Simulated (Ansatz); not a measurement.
# ScAl3 (Pm-3m): all-electron equation of state in Python

The task is an all-electron equation of state, for ScAl3 (Pm-3m).

Program: Ansatz 0.2.0 through its Python package. Level of theory: DFT PBEsol, all-electron LAPW. These are calculated values, not measurements.

## 1. The system

The structure is cubic, space group Pm-3m (No. 221). Conventional cell: a = 4.088 Å, b = 4.088 Å, c = 4.088 Å, α = 90.00°, β = 90.00°, γ = 90.00°. Sc (site symmetry m-3m) has 12 Al at 2.89 Å as nearest neighbours. Al (site symmetry 4/mmm) is surrounded by 4 Sc at 2.89 Å and 8 Al at 2.89 Å.

The script holds or builds the structure itself.

## 2. The code

File eos_lapw_scal3.py:

```python
'''E(V) of ScAl3 on LAPW.'''

import logging
import sys

import ansatz as az
from ase.eos import EquationOfState
from ase.units import GPa
import numpy as np

logging.basicConfig(stream=sys.stdout, format='%(name)s: %(message)s')
logger = logging.getLogger('calc')
logger.setLevel(logging.INFO)

XC = 'PBEsol'
OCCUPATIONS = 'fermi_dirac'
SIGMA = 0.1
MESH = (7, 7, 7)

VECTORS = np.array([
    [4.087807, 0.0, 0.0],
    [0.0, 4.087807, 0.0],
    [0.0, 0.0, 4.087807],
])
SITES = [
    ('Sc', (0.0, 0.0, 0.0)),
    ('Al', (0.5, 0.0, 0.5)),
    ('Al', (0.0, 0.5, 0.5)),
    ('Al', (0.5, 0.5, 0.0)),
]


def crystal_on(cell):
    crystal = az.Crystal(lattice=az.Lattice.of(cell))
    for symbol, position in SITES:
        crystal = crystal.atom(symbol, position)
    return crystal

volumes, energies = [], []
for scale in np.linspace(0.94, 1.06, 7):
    cell = VECTORS * scale ** (1 / 3)
    job = crystal_on(cell).calculation()
    job = job.functional(XC)
    job = job.occupations(OCCUPATIONS, width=SIGMA).kpoints(*MESH)
    job = job.pseudopotentials('all_electron', lapw=True, basis_error=0.002)
    report = job.run(threads=1).report
    volumes.append(abs(np.linalg.det(cell)) / len(SITES))
    energies.append(report['free_energy_ev'] / len(SITES))
    logger.info(f'{scale:.3f} {volumes[-1]:9.4f} A^3/atom {energies[-1]:16.5f} eV/atom  (estimated basis error {1000 * report["lapw_basis_errors"]["total_ev_per_atom"]:.2f} meV/atom)')
v0, e0, bulk = EquationOfState(volumes, energies, eos='birchmurnaghan').fit()
logger.info(f'V0 = {v0:.4f} A^3/atom, B0 = {bulk / GPa:.1f} GPa')
```

## 3. Running it

The run is started by

```bash
$ python eos_lapw_scal3.py
```

**Question.** Estimate the equilibrium volume and the bulk modulus.

As calculated:

```
                      quantity           value
                 runs compared               7
               range of energy  22.43 meV/atom
lowest point, volume (Å³/atom)          16.735
      equilibrium volume (fit)   16.87 Å³/atom
            bulk modulus (fit)          91 GPa
```

What this shows: A third-order Birch-Murnaghan fit through the 7 points has its minimum at 16.87 Å³ an atom, 1.2 % below the typed cell, with a bulk modulus of 91 GPa and dB/dP = 4.1. From that minimum the energy rises by 12.3 meV an atom on the compressed side and 22.7 meV on the expanded side. Notes:
- All-electron totals depend on functional, relativistic treatment and basis; only differences at equal settings carry meaning.
- For a metal this k-point mesh is coarse: on a finer one energies can move by several to tens of meV an atom and pressures by half a GPa or more, differences at one mesh by less.
- This cell is a computed structure, which may not be the phase found in nature.
